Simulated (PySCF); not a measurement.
**C3H3BrN+ (SMILES C[c+]1nc1Br): levels of theory compared**

Aim: a comparison of 5 runs (B3LYP/6-31G*, PBE0/6-311G**, TPSS/def2-TZVP, r2SCAN/cc-pVTZ) of C3H3BrN+. 

The calculation is run with PySCF 2.14.0.

### 1 The structure to begin with

C3H3BrN+: 8 atoms, total charge +1, spin state singlet. As SMILES, `C[c+]1nc1Br`. The coordinates come from a GFN2-xTB relaxation.

Bond lengths: C1–C2 1.413 Å, C2–N3 1.344 Å, C2–C4 1.396 Å, N3–C4 1.341 Å, C4–Br5 1.779 Å, C1–H6 1.089 Å, C1–H7 1.099 Å, C1–H8 1.100 Å. Some angles: C1–C2–N3 146.2°, C1–C2–C4 155.3°, N3–C2–C4 58.6°, C2–N3–C4 62.6°, C2–C4–N3 58.8°, C2–C4–Br5 155.1°, N3–C4–Br5 146.1°, C2–C1–H6 113.6°, C2–C1–H7 109.5°, C2–C1–H8 108.7°.

### 2 Energy and gradient at B3LYP/6-31G(d) (spherical functions) (run 1)

Contents of input.xyz:

```xyz
8

C     -0.549130    -0.755400     0.721530
C      0.285930    -0.014750    -0.145140
N      1.450460     0.018060    -0.815630
C      0.640120     1.079910    -0.935770
Br     0.405020     2.682680    -1.671670
H     -1.448610    -0.220750     1.022570
H      0.030850    -1.086570     1.593870
H     -0.814650    -1.703180     0.230240
```

Contents of run.py:

```python
# C[c+]1nc1Br
import pyscf.grad
from pyscf import gto, dft

mol = gto.M(
    atom='input.xyz',
    charge=1,
    basis='6-31g*',
    max_memory=1860,
    verbose=3,
)

calc0 = dft.RKS(mol)
calc0.xc = 'b3lyp'
calc0.conv_tol = 1e-10
calc0.grids.level = 5
calc0.kernel()
if not calc0.converged:
    calc0 = calc0.newton().run(calc0.mo_coeff, calc0.mo_occ)

e_final = calc0.e_tot
print('Final energy', e_final)
grad = calc0.Gradients().kernel()
calc0.analyze()
```

Started as:

```console
$ OMP_NUM_THREADS=1 python run.py
```

The log of the run:

```text
converged SCF energy = -2744.36272342481
[... 15 lines left out ...]
MO #6   energy= -14.6454408788687  occ= 2
[... 7 lines left out ...]
MO #14  energy= -2.89489120455428  occ= 2
[... 7 lines left out ...]
MO #22  energy= -0.824867352238326 occ= 2
[... 7 lines left out ...]
MO #30  energy= -0.540018327266413 occ= 2
[... 7 lines left out ...]
MO #38  energy= -0.026057273188445 occ= 0
[... 7 lines left out ...]
MO #46  energy= 0.251820596804484  occ= 0
[... 7 lines left out ...]
MO #54  energy= 0.420867779855865  occ= 0
[... 7 lines left out ...]
MO #62  energy= 0.654604080395931  occ= 0
[... 7 lines left out ...]
MO #70  energy= 1.20201381254877   occ= 0
[... 7 lines left out ...]
MO #78  energy= 1.85664871595141   occ= 0
[... 7 lines left out ...]
MO #86  energy= 2.33978888569156   occ= 0
[... 7 lines left out ...]
MO #94  energy= 4.70834707285879   occ= 0
[... 10 lines left out ...]
WARN: System has nonzero charge 1; the dipole moment is origin-dependent.
Location of origin: [0. 0. 0.]

Dipole moment(X, Y, Z, Debye): -0.13473,  3.51377, -1.85617
```

Run time: 44 s. Hardware: 1 thread of Intel Xeon at 2.70GHz, shared host; peak memory 0.93 GiB.

### 3 Energy and gradient at B3LYP/6-31G(d) (Cartesian functions) (run 2)

Contents of calc.py:

```python
import pyscf.grad
from pyscf import gto, dft

molecule = gto.Mole()
molecule.atom = '''
C     -1.037705    -1.427499     1.363494
C      0.540329    -0.027873    -0.274275
N      2.740972     0.034128    -1.541317
C      1.209651     2.040734    -1.768349
Br     0.765377     5.069530    -3.158998
H     -2.737476    -0.417157     1.932377
H      0.058298    -2.053320     3.011978
H     -1.539465    -3.218544     0.435091
'''
molecule.spin = 0
molecule.basis = '6-31g*'
molecule.verbose = 3
molecule.max_memory = 1860
molecule.charge = 1
molecule.cart = True
molecule.unit = 'bohr'
molecule.build()

mf = dft.RKS(molecule, xc='b3lyp')
mf.grids.level = 5
mf.conv_tol = 1e-10
mf.kernel()
if not mf.converged:
    mf = mf.newton().run(mf.mo_coeff, mf.mo_occ)

e_tot = mf.e_tot
print('E = %.10f Eh' % e_tot)
grad = mf.Gradients().kernel()
mf.analyze()
```

Started as:

```console
$ OMP_NUM_THREADS=1 python calc.py
```

The log of the run:

```text
converged SCF energy = -2744.37531104085
[... 11 lines left out ...]
MO #2   energy= -62.7795753061738  occ= 2
[... 8 lines left out ...]
MO #11  energy= -6.79891751859835  occ= 2
[... 8 lines left out ...]
MO #20  energy= -1.07077400747878  occ= 2
[... 8 lines left out ...]
MO #29  energy= -0.564991687840978 occ= 2
[... 8 lines left out ...]
MO #38  energy= -0.0262039218473851 occ= 0
[... 8 lines left out ...]
MO #47  energy= 0.261959650017916  occ= 0
[... 8 lines left out ...]
MO #56  energy= 0.510156689916925  occ= 0
[... 8 lines left out ...]
MO #65  energy= 0.764701379259613  occ= 0
[... 8 lines left out ...]
MO #74  energy= 1.41924914156926   occ= 0
[... 8 lines left out ...]
MO #83  energy= 2.02362282150362   occ= 0
[... 8 lines left out ...]
MO #92  energy= 3.85294423417798   occ= 0
[... 8 lines left out ...]
MO #101 energy= 90.0932746828149   occ= 0
[... 10 lines left out ...]
WARN: System has nonzero charge 1; the dipole moment is origin-dependent.
Location of origin: [0. 0. 0.]

Dipole moment(X, Y, Z, Debye): -0.13276,  3.51570, -1.85837
```

It took 45 s on 1 thread of Intel Xeon at 2.70GHz, shared host; peak memory 1 GiB.

Runs 3 to 4 aren't shown in full; the table further down has their settings and results.

### 4 Energy and gradient at r2SCAN/cc-pVTZ (run 5)

Edit input.xyz of step 2 so:

```diff
@@ -1,3 +1,3 @@
 8
-
+C3H3BrN
 C     -0.549130    -0.755400     0.721530
```

Contents of job.py:

```python
from pyscf import gto, dft

mol = gto.M(
    atom='input.xyz',
    verbose=3,
    basis='cc-pvtz',
    max_memory=1860,
    spin=0,
    charge=1,
)

myscf = dft.RKS(mol, xc='r2scan')
myscf.conv_tol = 1e-10
myscf.grids.level = 5
myscf.kernel()
if not myscf.converged:
    myscf = myscf.newton().run(myscf.mo_coeff, myscf.mo_occ)

e_final = myscf.e_tot
print('E = %.10f Eh' % e_final)
grad = myscf.nuc_grad_method().kernel()
dip = myscf.dip_moment()
pop, q = myscf.mulliken_pop()
```

Started as:

```console
$ OMP_NUM_THREADS=1 python job.py
```

The log of the run:

```text
converged SCF energy = -2744.64143969428
E = -2744.6414396943 Eh
--------------- RKS gradients ---------------
         x                y                z
0 C     0.0060616651     0.0171137800    -0.0124850205
1 C    -0.0097098196    -0.0386812861     0.0262245125
2 N    -0.0044469327     0.0014570776     0.0016404235
[... 4 lines of this table left out ...]
7 H     0.0007899624    -0.0011623502     0.0015673938
----------------------------------------------

WARN: System has nonzero charge 1; the dipole moment is origin-dependent.
Location of origin: [0. 0. 0.]

Dipole moment(X, Y, Z, Debye): -0.21336,  3.45222, -1.77550
[... 175 lines left out ...]
pop of  5 H 3dz^2         0.00032
pop of  5 H 3dxz          0.00088
pop of  5 H 3dx2-y2       0.00093
pop of  6 H 1s            0.25563
pop of  6 H 2s            0.47522
pop of  6 H 3s            0.06489
pop of  6 H 2px           0.00266
pop of  6 H 2py           0.00193
pop of  6 H 2pz           0.00497
pop of  6 H 3px           0.00836
pop of  6 H 3py           0.01218
pop of  6 H 3pz           0.01031
pop of  6 H 3dxy          0.00035
pop of  6 H 3dyz          0.00086
pop of  6 H 3dz^2         0.00095
pop of  6 H 3dxz          0.00067
pop of  6 H 3dx2-y2       0.00031
pop of  7 H 1s            0.25411
pop of  7 H 2s            0.47491
pop of  7 H 3s            0.06445
pop of  7 H 2px           0.00166
pop of  7 H 2py           0.00560
pop of  7 H 2pz           0.00228
pop of  7 H 3px           0.01099
pop of  7 H 3py           0.01104
pop of  7 H 3pz           0.00906
pop of  7 H 3dxy          0.00092
pop of  7 H 3dyz          0.00070
pop of  7 H 3dz^2         0.00054
pop of  7 H 3dxz          0.00029
pop of  7 H 3dx2-y2       0.00068
 ** Mulliken atomic charges  **
charge of    0C =     -0.17871
charge of    1C =      0.21472
charge of    2N =      0.08102
charge of    3C =      0.10064
charge of    4Br =      0.31451
charge of    5H =      0.14432
charge of    6H =      0.16072
charge of    7H =      0.16279
```

It took 6.3 min on 1 thread of Intel Xeon at 2.70GHz, shared host; peak memory 1.7 GiB.

### 5 All runs side by side

```tsv
run	level	Cartesian functions	energy (Eh)	HOMO energy (eV)	LUMO energy (eV)	HOMO–LUMO gap (eV)	wall time
1	B3LYP/6-31G* (spherical functions)	no	-2744.362723	-13.76	-8.11	5.66	44 s
2	B3LYP/6-31G* (Cartesian functions)	yes	-2744.375311	-13.76	-8.11	5.65	45 s
3	PBE0/6-311G**	no	-2744.149527	-14.06	-7.94	6.11	66 s
4	TPSS/def2-TZVP	no	-2744.657077	-12.78	-8.95	3.83	3.6 min
5	r2SCAN/cc-pVTZ	no	-2744.641440	-12.95	-8.87	4.07	6.3 min
```

### 6 What came out

| quantity | value |
| --- | --- |
| run 5: total energy | -2744.64144 Eh |
| run 5: HOMO energy | -12.95 eV |
| run 5: LUMO energy | -8.87 eV |
| run 5: HOMO–LUMO gap | 4.07 eV |
| run 5: largest force on an atom | 2.454 eV/Å |

The HOMO–LUMO gap runs from 3.83 eV (TPSS/def2-TZVP) to 6.11 eV (PBE0/6-311G**). The two ends differ in method and basis. Totals of different functionals can't be ranked against each other. All runs together took 12 min, the longest 6.3 min.
